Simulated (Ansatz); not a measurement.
**CH3BiF2O: a ladder of functionals and wavefunction methods**

Aim: compute CH3BiF2O with functionals from several rungs and with coupled cluster, and see how far each lands from CCSD(T) at the basis-set limit for the atomisation energy.

Computed with Ansatz 0.2.0, Gaussian basis. Level: functionals in def2-TZVPP, the program's frozen cores in correlated methods.

The runs, in order: LDA (SPW92), PBE-D4, revPBE-D4, BLYP-D4, r2SCAN-D4, B97M-V, PBE0-D4, B3LYP-D4, r2SCANh-D4, r2SCAN0-D4, HSE06-D4, BHLYP-D4, CAM-B3LYP-D4, LC-ωPBE, ωB97X-V, ωB97M-V, B2PLYP, PBE-QIDH; CCSD(T)/def2-SVP; CCSD(T)/def2-TZVPP; MP2/def2-QZVPP; extrapolation to the limit; RPA on PBE.

### Step 1. The relaxed structure

The geometry comes from an earlier relaxation with PBE0-D4 in a triple-zeta def2 set; it is a stationary point, not always the lowest conformer. Bi takes the def2 core potential; no spin-orbit term is included.

SMILES `C[O][Bi]([F])[F]`, 8 atoms, charge 0, spin multiplicity 1.

Atoms are counted from 1 here; the program's logs count them from 0.

Bond lengths: C1–O2 1.417 Å, C1–H6 1.094 Å, C1–H7 1.093 Å, C1–H8 1.094 Å, O2–Bi3 2.018 Å, Bi3–F4 2.003 Å, Bi3–F5 2.003 Å. Angles: O2–C1–H6 111.6°, O2–C1–H7 107.5°, O2–C1–H8 111.6°, H6–C1–H7 108.7°, H6–C1–H8 108.7°, H7–C1–H8 108.7°, C1–O2–Bi3 121.9°, O2–Bi3–F4 96.3°, O2–Bi3–F5 96.2°, F4–Bi3–F5 93.2°.

### Step 2. LDA

This LDA is Slater exchange with PW92 correlation.

in.yaml reads:

```yaml
crystal:
  periodic: [false, false, false]
  atoms:
    - {symbol: C, position_ang: [0.360786, 0.016435, 1.051254]}
    - {symbol: O, position_ang: [0.829322, -0.766225, -0.032535]}
    - {symbol: Bi, position_ang: [0.023593, -0.624496, -1.877783]}
    - {symbol: F, position_ang: [-1.888711, -0.711919, -1.288306]}
    - {symbol: F, position_ang: [0.023123, 1.376725, -1.961118]}
    - {symbol: H, position_ang: [0.474108, 1.086708, 0.853637]}
    - {symbol: H, position_ang: [0.960605, -0.243623, 1.926782]}
    - {symbol: H, position_ang: [-0.690727, -0.190606, 1.272268]}
basis:
  gaussian: {orbitals: def2-TZVPP}
hamiltonian: {xc: lda}
output: {orbitals: {seedname: orbitals}}
```

Command:

```sh
ansatz run in.yaml --threads 4 --pin off --events-out ev --progress --plain --max-ram 10444MiB
```

After this run come: PBE-D4 (GGA); revPBE-D4 (GGA); BLYP-D4 (GGA); r2SCAN-D4 (meta-GGA); B97M-V (meta-GGA); B3LYP-D4 (hybrid); r2SCANh-D4 (hybrid); r2SCAN0-D4 (hybrid); HSE06-D4 (hybrid); BHLYP-D4 (hybrid); CAM-B3LYP-D4 (range-separated); LC-ωPBE (range-separated); ωB97X-V (range-separated); ωB97M-V (range-separated); B2PLYP (double hybrid); PBE-QIDH (double hybrid); CCSD(T) in def2-SVP; CCSD(T) in def2-TZVPP; MP2 in def2-QZVPP; RPA on PBE orbitals.

Q: Predict the results of all the runs planned. Wanted: atomisation energy, CCSD(T)/CBS; farthest beyond LDA; mean size of error, GGA; mean size of error, meta-GGA; mean size of error, hybrid; mean size of error, range-separated; mean size of error, double hybrid; gap, smallest and largest; T1 diagnostic.

**Answer**, as computed:

| quantity | value |
| --- | --- |
| atomisation energy, CCSD(T)/CBS | 670.2 kcal/mol |
| functionals within 6.7 kcal/mol (1.0 %) | revPBE-D4, r2SCAN-D4, B3LYP-D4, CAM-B3LYP-D4, ωB97X-V, ωB97M-V |
| farthest beyond LDA | BHLYP-D4 (-43.3 kcal/mol) |
| mean size of error, GGA | 13.2 kcal/mol |
| mean size of error, meta-GGA | 5.2 kcal/mol |
| mean size of error, hybrid | 18.2 kcal/mol |
| mean size of error, range-separated | 4.6 kcal/mol |
| mean size of error, double hybrid | 16.5 kcal/mol |
| gap, smallest and largest | 4.49 eV (LDA (SPW92)), 11.75 eV (LC-ωPBE) |
| T1 diagnostic | 0.0158 |
| triples share of the correlation energy | 3.2 % |

In words: LDA overbinds by 126.1 kcal/mol (19 %). PBE-D4 misses by +24.4 kcal/mol. Double hybrids carry the basis error of their MP2 part in triple zeta, and no dispersion term here, so their miss is partly the set-up's. The rungs range-separated, meta-GGA miss on average by less than the doubt on the reference (6.7 kcal/mol), so they tie. The reference freezes the cores and leaves out spin-orbit coupling and excitations past (T), and its outer-core shells are covered unevenly, so misses under about 6.7 kcal/mol can't be ranked. All levels share the lack of spin-orbit coupling, which lowers the free heavy atoms and so the true binding. Hartree-Fock recovers 63 % of the binding; the rest is correlation. CCSD(T) in def2-SVP is off by -71.9 kcal/mol, worse than the median functional, from the basis alone. Orbital gaps span 4.5 to 11.7 eV; exact exchange widens them. Correlated methods include outer-core shells of Bi, which these sets cover unevenly.
